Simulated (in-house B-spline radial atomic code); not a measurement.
**Sn¹⁰⁺: binding energies from hole states**

Aim: the cost of two holes at once in Sn¹⁰⁺, against the sum of the two single holes.

The numbers are computed with in-house B-spline radial atomic code version 1 (Dirac-Hartree-Fock, average of configuration, Fermi nucleus, basis-set limit), except any that are marked as measured or tabulated.

**1. Starting point**

| Quantity | Value |
| --- | --- |
| element | tin (Z = 50) |
| charge | +10 |
| electrons | 40 |
| configuration | [Kr] 4d4 |
| Hamiltonian | Dirac-Coulomb |
| nucleus | Fermi, rms radius 4.652 fm |

The outer shells:

[Kr] 4d4
```
[Kr] core
4d [↑ ][↑ ][↑ ][↑ ][  ]
```

The boxes draw the filling by Hund's rule, which heavy ions in jj coupling don't follow; these runs average over all states of the configuration.

Settings, as recorded:

```ini
Z = 50
electrons = 40.0
configuration = [Kr] 4d4
hamiltonian = dirac
method = hf
spin_polarised = False
nucleus = fermi
rms_radius = 4.6519
mass_number = 120
atomic_mass = 119.902202557
speed_of_light = 137.035999084
```

This reference run was done before. Its total energy is -6144.834651 hartree, and its levels are (the highest eight at most):

```
orbital  occupation  energy (eV)  <r> (bohr)
  3p3/2           4      -935.21      0.3384
  3d3/2           4      -712.47      0.3106
  3d5/2           6      -703.56      0.3140
  4s1/2           2      -336.21      0.7863
  4p1/2           2      -288.18      0.8168
  4p3/2           4      -279.18      0.8379
  4d3/2         1.6      -207.58      0.9130
  4d5/2         2.4      -206.10      0.9202
```

Single holes known from earlier runs (ΔSCF): 1s 29509.7 eV, 2p1/2 4381.97 eV, 2p3/2 4151.44 eV, 3s 1097.97 eV, 3p3/2 926.81 eV, 3d3/2 702.63 eV, 4s 334.86 eV, 4d 205.74 eV.

**2. The 2p1/2 and 3d3/2 holes**

In configurations, a minus sign after the shell means j = l − 1/2 and a plus sign j = l + 1/2; the count of electrons follows.

Settings, as recorded:

```ini
Z = 50
electrons = 38.0
configuration = 1s2 2s2 2p-1 2p+4 3s2 3p6 3d-3 3d+6 4s2 4p6 4d4
hamiltonian = dirac
method = hf
spin_polarised = False
nucleus = fermi
rms_radius = 4.6519
mass_number = 120
atomic_mass = 119.902202557
speed_of_light = 137.035999084
```

**3. The 4s and 4s holes**

The settings differ from step 2 so:

```diff
@@ -2,3 +2,3 @@
 electrons = 38.0
-configuration = 1s2 2s2 2p-1 2p+4 3s2 3p6 3d-3 3d+6 4s2 4p6 4d4
+configuration = 1s2 2s2 2p6 3s2 3p6 3d10 4p6 4d4
 hamiltonian = dirac
```

**4. The 3p3/2 and 4s holes**

The settings differ from step 3 so:

```diff
@@ -2,3 +2,3 @@
 electrons = 38.0
-configuration = 1s2 2s2 2p6 3s2 3p6 3d10 4p6 4d4
+configuration = 1s2 2s2 2p6 3s2 3p-2 3p+3 3d10 4s1 4p6 4d4
 hamiltonian = dirac
```

**5. The 3s and 4s holes**

The settings differ from step 4 so:

```diff
@@ -2,3 +2,3 @@
 electrons = 38.0
-configuration = 1s2 2s2 2p6 3s2 3p-2 3p+3 3d10 4s1 4p6 4d4
+configuration = 1s2 2s2 2p6 3s1 3p6 3d10 4s1 4p6 4d4
 hamiltonian = dirac
```

**6. The 2p3/2 and 4d holes**

The settings differ from step 5 so:

```diff
@@ -2,3 +2,3 @@
 electrons = 38.0
-configuration = 1s2 2s2 2p6 3s1 3p6 3d10 4s1 4p6 4d4
+configuration = 1s2 2s2 2p-2 2p+3 3s2 3p6 3d10 4s2 4p6 4d3
 hamiltonian = dirac
```

**7. The 1s and 3d3/2 holes**

The settings differ from step 6 so:

```diff
@@ -2,3 +2,3 @@
 electrons = 38.0
-configuration = 1s2 2s2 2p-2 2p+3 3s2 3p6 3d10 4s2 4p6 4d3
+configuration = 1s1 2s2 2p6 3s2 3p6 3d-3 3d+6 4s2 4p6 4d4
 hamiltonian = dirac
```

What does each hole state cost in eV, and how does that compare with the orbital energies or single holes?

As calculated:

| two holes | ΔSCF (eV) | less the two single holes (eV) |
| --- | --- | --- |
| 2p1/2 and 3d3/2 | 5154.75 | 70.16 |
| 4s and 4s | 698.49 | 28.76 |
| 3p3/2 and 4s | 1294.48 | 32.81 |
| 3s and 4s | 1463.73 | 30.90 |
| 2p3/2 and 4d | 4388.84 | 31.65 |
| 1s and 3d3/2 | 30284.1 | 71.84 |

Two holes cost more than the sum of each, because the second electron leaves a more charged ion. The excess runs from 28.8 eV (4s and 4s) to 71.8 eV (1s and 3d3/2); it tends to be largest where both holes are compact. Two partly filled shells share a symmetry and can mix in the average, which may lower the energy, in these hole states: 2p1/2 and 3d3/2; 3s and 4s; 1s and 3d3/2; 3d3/2. Values are for the free ion, measured from the vacuum level.
